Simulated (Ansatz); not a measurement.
# Cl3H3InN: geometry optimisation

Aim: relax Cl3H3InN at this level.

Computed with Ansatz 0.2.0. Level: RKS BHLYP-D4/def2-SVP.

2 further runs of the same task are left out: 2 set aside as unsound or not needed.

### Step 1. Starting geometry

SMILES `[NH3+][In-]([Cl])([Cl])[Cl]`, 8 atoms, charge 0, spin multiplicity 1.

Atoms are counted from 1 here; the program's logs count them from 0.

Bond lengths: N1–In2 2.320 Å, N1–H6 1.030 Å, N1–H7 1.030 Å, N1–H8 1.030 Å, In2–Cl3 2.371 Å, In2–Cl4 2.371 Å, In2–Cl5 2.371 Å. Angles: In2–N1–H6 110.3°, In2–N1–H7 110.3°, In2–N1–H8 110.3°, H6–N1–H7 108.6°, H6–N1–H8 108.6°, H7–N1–H8 108.6°, N1–In2–Cl3 97.5°, N1–In2–Cl4 97.5°, N1–In2–Cl5 97.5°, Cl3–In2–Cl4 118.3°, Cl3–In2–Cl5 118.3°, Cl4–In2–Cl5 118.4°.

Coordinates:

```xyz
8

N    -0.7995   -0.1906    0.7758
In    0.8477    0.1824   -0.8145
Cl    2.4800   -1.2847    0.0816
Cl   -0.3848   -0.5304   -2.7098
Cl    1.1078    2.5104   -0.4511
H    -1.0315    0.6868    1.2623
H    -0.4751   -0.8768    1.4717
H    -1.6525   -0.5541    0.3281
```

### Step 2. Relaxation

Input file input.yaml:

```yaml
crystal:
  periodic: [false, false, false]
  atoms:
    - { symbol: "N", position_ang: [-0.79948, -0.190602, 0.775821] }
    - { symbol: In, position_ang: [0.847719, 0.182381, -0.814457] }
    - { symbol: Cl, position_ang: [2.479981, -1.284704, 0.081555] }
    - { symbol: Cl, position_ang: [-0.384755, -0.530432, -2.709825] }
    - { symbol: Cl, position_ang: [1.107848, 2.510418, -0.451067] }
    - { symbol: H, position_ang: [-1.031532, 0.68679, 1.262326] }
    - { symbol: H, position_ang: [-0.475134, -0.876837, 1.471696] }
    - { symbol: H, position_ang: [-1.652546, -0.554113, 0.328052] }
basis:
  gaussian: { orbitals: def2-SVP }
hamiltonian:
  xc: { name: BHLYP }
  dispersion: d4
output:
  forces: true
relax:
  f_tol: 0.003
  max_steps: 120
```

Command:

```sh
> ansatz run input.yaml --threads 1 --pin off --max-ram 2560MiB --backend cpu --events-out ev --progress --plain --runs-dir out
```

Log:

```text
Warning: RAYON_NUM_THREADS=1 ignored (pool sized by the plan → 1); use --threads N
The last accepted step is kept in <dir> (removed where the run ends without a failure and the disk answers)
Engine: ansatz 0.2.0, aarch64-unknown-linux-gnu
Functional definition: BHLYP
  parameter a = 0.5
  exchange = (1 - a)*b88_x + a*exact_x
  correlation = lyp_c
1194 factors; integrals over basis functions are off by at most 2.7e-4 eV
mean field evaluation 1: about -44266.6026 eV, gradient 3.9e1 eV
mean field evaluation 2: about -44267.0948 eV, gradient 3.7e1 eV
mean field evaluation 4: about -44270.0290 eV, gradient 9.3e-1 eV
mean field evaluation 8: about -44270.1016 eV, gradient 8.0e-2 eV
mean field -44270.10161244 eV, -1626.8962269044 hartree, gradient 7.3e-5 eV, S^2 0.000000; 0 other end points of the search recorded, 0 dependent functions left out
the calculation of the forces begins
reference -44270.10180089 eV, -1626.8962338299 hartree; 41, 41 occupied and 68, 68 virtual orbitals, 1194 factors
relax step   1: F+E_penalty+E_count = -44270.45734190 eV  Δ(F+E_penalty+E_count) = +0.000e0 eV  max|allowed force component| = 6.080e-1 eV/Å  Δτ_max = 0.0000 Å  (25 SCF iters, accepted)
these checks for a lower state are left out or cut short: starts, cluster_reference, orbital_swaps, neighbouring_geometries, increment
1194 factors; integrals over basis functions are off by at most 2.5e-4 eV
mean field evaluation 16: about -44270.0378 eV, gradient 4.5e0 eV
mean field -44270.12264209 eV, -1626.8969997298 hartree, gradient 2.7e-5 eV, S^2 0.000000; 0 other end points of the search recorded, 0 dependent functions left out
the calculation of the forces begins
reference -44270.12282945 eV, -1626.8970066152 hartree; 41, 41 occupied and 68, 68 virtual orbitals, 1194 factors
relax step   2: F+E_penalty+E_count = -44270.48578334 eV  Δ(F+E_penalty+E_count) = -2.844e-2 eV  max|allowed force component| = 1.920e-1 eV/Å  Δτ_max = 0.0387 Å  (30 SCF iters, accepted)
these checks for a lower state are left out or cut short: starts, cluster_reference, orbital_swaps, neighbouring_geometries, increment
1194 factors; integrals over basis functions are off by at most 2.3e-4 eV
mean field -44270.12270685 eV, -1626.8970021097 hartree, gradient 2.5e-5 eV, S^2 0.000000; 0 other end points of the search recorded, 0 dependent functions left out
the calculation of the forces begins
reference -44270.12289404 eV, -1626.8970089888 hartree; 41, 41 occupied and 68, 68 virtual orbitals, 1194 factors
relax step   3: F+E_penalty+E_count = -44270.48400151 eV  Δ(F+E_penalty+E_count) = +1.782e-3 eV  max|allowed force component| = 3.489e-1 eV/Å  Δτ_max = 0.0209 Å  (31 SCF iters, rejected (line search))
these checks for a lower state are left out or cut short: starts, cluster_reference, orbital_swaps, neighbouring_geometries, increment
1194 factors; integrals over basis functions are off by at most 2.4e-4 eV
mean field evaluation 32: about -44270.1281 eV, gradient 3.2e-1 eV
mean field -44270.12840813 eV, -1626.8972116279 hartree, gradient 2.5e-5 eV, S^2 0.000000; 0 other end points of the search recorded, 0 dependent functions left out
the calculation of the forces begins
reference -44270.12859560 eV, -1626.8972185174 hartree; 41, 41 occupied and 68, 68 virtual orbitals, 1194 factors
relax step   4: F+E_penalty+E_count = -44270.48974829 eV  Δ(F+E_penalty+E_count) = -3.965e-3 eV  max|allowed force component| = 1.931e-2 eV/Å  Δτ_max = 0.0102 Å  (32 SCF iters, accepted)
these checks for a lower state are left out or cut short: starts, cluster_reference, orbital_swaps, neighbouring_geometries, increment
1194 factors; integrals over basis functions are off by at most 2.4e-4 eV
mean field -44270.12913740 eV, -1626.8972384282 hartree, gradient 1.2e-5 eV, S^2 0.000000; 0 other end points of the search recorded, 0 dependent functions left out
the calculation of the forces begins
reference -44270.12932502 eV, -1626.8972453231 hartree; 41, 41 occupied and 68, 68 virtual orbitals, 1194 factors
relax step   5: F+E_penalty+E_count = -44270.48991008 eV  Δ(F+E_penalty+E_count) = -1.618e-4 eV  max|allowed force component| = 3.423e-3 eV/Å  Δτ_max = 0.0066 Å  (24 SCF iters, accepted)
these checks for a lower state are left out or cut short: starts, cluster_reference, orbital_swaps, neighbouring_geometries, increment
1194 factors; integrals over basis functions are off by at most 2.4e-4 eV
mean field -44270.12912730 eV, -1626.8972380568 hartree, gradient 6.1e-5 eV, S^2 0.000000; 0 other end points of the search recorded, 0 dependent functions left out
the calculation of the forces begins
reference -44270.12931490 eV, -1626.8972449513 hartree; 41, 41 occupied and 68, 68 virtual orbitals, 1194 factors
relax step   6: F+E_penalty+E_count = -44270.48991431 eV  Δ(F+E_penalty+E_count) = -4.234e-6 eV  max|allowed force component| = 4.550e-4 eV/Å  Δτ_max = 0.0009 Å  (20 SCF iters, accepted)
1194 factors; integrals over basis functions are off by at most 2.4e-4 eV
mean field -44270.12912730 eV, -1626.8972380568 hartree, gradient 6.1e-5 eV, S^2 0.000000; 1 other end points of the search recorded, 0 dependent functions left out
the calculation of the forces begins
reference -44270.12931490 eV, -1626.8972449513 hartree; 41, 41 occupied and 68, 68 virtual orbitals, 1194 factors
Total energy: -44270.49010192 eV, -1626.9105036295 hartree
Atom 0 at    -0.794715    -0.189521     0.771254 Å, force     0.000399    -0.000060    -0.000292 eV/Å
Atom 1 at     0.832614     0.178639    -0.799599 Å, force     0.000426     0.000167    -0.000455 eV/Å
Atom 2 at     2.460463    -1.270597     0.071838 Å, force    -0.000360     0.000183    -0.000103 eV/Å
Atom 3 at    -0.373177    -0.520424    -2.688228 Å, force     0.000106     0.000107     0.000314 eV/Å
Atom 4 at     1.104985     2.484084    -0.452806 Å, force    -0.000037    -0.000303     0.000038 eV/Å
Atom 5 at    -1.028429     0.674418     1.248078 Å, force    -0.000180    -0.000193    -0.000027 eV/Å
Atom 6 at    -0.475513    -0.861312     1.460591 Å, force    -0.000358     0.000170     0.000201 eV/Å
Atom 7 at    -1.634128    -0.552387     0.332974 Å, force     0.000004    -0.000071     0.000324 eV/Å
Dipole moment:    -0.912285    -0.206438     0.880676 e Å
```

Wall time 51 s (1 thread of Arm Neoverse V1, shared host); peak memory 0.28 GiB.

Step by step: (the energy doesn't fall at every step)

```csv
step,energy from step 1 (eV),largest force component (eV/Å)
1,0.0000,0.6080
2,-0.0284,0.1920
3,-0.0267,0.3489
4,-0.0324,0.0193
5,-0.0326,0.0034
6,-0.0326,0.0005
```

Close pairs (by a distance rule), those that changed most:

```csv
bond,before (Å),after (Å),change (Å)
N1–In2,2.320,2.292,-0.028
In2–Cl4,2.371,2.347,-0.023
In2–Cl5,2.371,2.347,-0.023
In2–Cl3,2.371,2.347,-0.023
N1–H8,1.030,1.014,-0.016
N1–H7,1.030,1.014,-0.016
N1–H6,1.030,1.014,-0.016
```

### Step 3. Outcome

| quantity | value |
| --- | --- |
| energy gained | 0.0326 eV |
| root mean square move | 0.021 Å |
| dipole moment | 6.17 D |

What this shows: Bond lengths: N1–In2 2.292 Å, N1–H6 1.014 Å, N1–H7 1.014 Å, N1–H8 1.014 Å, In2–Cl3 2.347 Å, In2–Cl4 2.347 Å, In2–Cl5 2.347 Å. Angles: In2–N1–H6 110.4°, In2–N1–H7 110.4°, In2–N1–H8 110.4°, H6–N1–H7 108.5°, H6–N1–H8 108.5°, H7–N1–H8 108.5°, N1–In2–Cl3 98.0°, N1–In2–Cl4 98.0°, N1–In2–Cl5 98.0°, Cl3–In2–Cl4 118.1°, Cl3–In2–Cl5 118.1°, Cl4–In2–Cl5 118.1°. No frequencies were computed here.
